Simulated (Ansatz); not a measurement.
# Ta3AsAu2O13 in Ansatz: convergence with k mesh

Ta3AsAu2O13:

```
CELL_PARAMETERS angstrom
5.24237 3.02668 4.14273
-5.24237 3.02668 4.14273
0.00000 -6.05337 4.14273
ATOMIC_POSITIONS crystal
Ta 0.23108 0.57229 0.23108
Ta 0.23108 0.23108 0.57229
Ta 0.57229 0.23108 0.23108
As 0.55878 0.55878 0.55878
Au 0.96559 0.96559 0.96559
Au 0.75105 0.75105 0.75105
O 0.40884 0.66762 0.40884
O 0.40884 0.40884 0.66762
O 0.66762 0.40884 0.40884
O 0.49726 0.01313 0.36024
O 0.36024 0.49726 0.01313
O 0.01313 0.36024 0.49726
O 0.36024 0.01313 0.49726
O 0.01313 0.49726 0.36024
O 0.49726 0.36024 0.01313
O 0.10963 0.74806 0.10963
O 0.10963 0.10963 0.74806
O 0.74806 0.10963 0.10963
O 0.30840 0.30840 0.30840
```

The cell was built by a generator and needn't be a form met in nature.

| Item | Value |
| --- | --- |
| Program | Ansatz 0.2.0 |
| Task | convergence study |
| Functional | PBE |
| Potentials or basis | Ansatz PAW |
| Cutoff | 420 eV (not typed: the program's choice for these potentials) |
| k mesh | 1 × 1 × 1 |
| Occupations | fermi-dirac, width 0.05 eV |
| Spin | no spin polarisation |

These are the settings of the first run; the series varies k mesh, with any setting tied to it.

Hardware: 8 threads of Intel(R) Xeon(R) Platinum 8375C CPU @ 2.90GHz (Ice Lake) (shared host).

Task: The values tried are 1 × 1 × 1, 2 × 2 × 2, 3 × 3 × 3, 4 × 4 × 4, 5 × 5 × 5, 6 × 6 × 6, loosest first. From which on does the energy stay within 1 meV/atom of the tightest run that finished?

Result: From 2 × 2 × 2 on.

| k mesh | energy less the tightest run, at zero smearing (meV/atom) | pressure (GPa) | largest force (eV/Å) | gap on the mesh (eV) | SCF cycles | CPU time (s) | peak memory (GiB) |
| --- | --- | --- | --- | --- | --- | --- | --- |
| 1 × 1 × 1 | 7.30 | 0.08 | 0.555 | 1.151 | 11 | 8.4 | 0.59 |
| 2 × 2 × 2 | 0.07 | 0.01 | 0.010 | 1.074 | 11 | 20 | 1.1 |
| 3 × 3 × 3 | -0.04 | 0.01 | 0.007 | 1.108 | 11 | 41 | 1.4 |
| 4 × 4 × 4 | 0.04 | 0.01 | 0.007 | 1.075 | 11 | 76 | 1.9 |
| 5 × 5 × 5 | -0.01 | 0.01 | 0.007 | 1.101 | 11 | 120 | 2 |
| 6 × 6 × 6 | 0.00 | 0.01 | 0.007 | 1.075 | 11 | 190 | 2.3 |

Against the tightest run, the pressure stays within 0.1 GPa from 1 × 1 × 1 on; the largest force stays within 0.005 eV/Å from 2 × 2 × 2 on. Not settled before the last step: the gap on the mesh (to 0.01 eV). Meshes of other sizes hit other points, so gaps and Fermi surfaces needn't settle smoothly. The tightest run that finished is the yardstick and may itself not be fully converged.

Caveat, for the tightest run too: the pressure holds a Pulay correction of +0.4 GPa for the finite cutoff; spin-orbit coupling is left out, which moves the levels of the heavy elements.
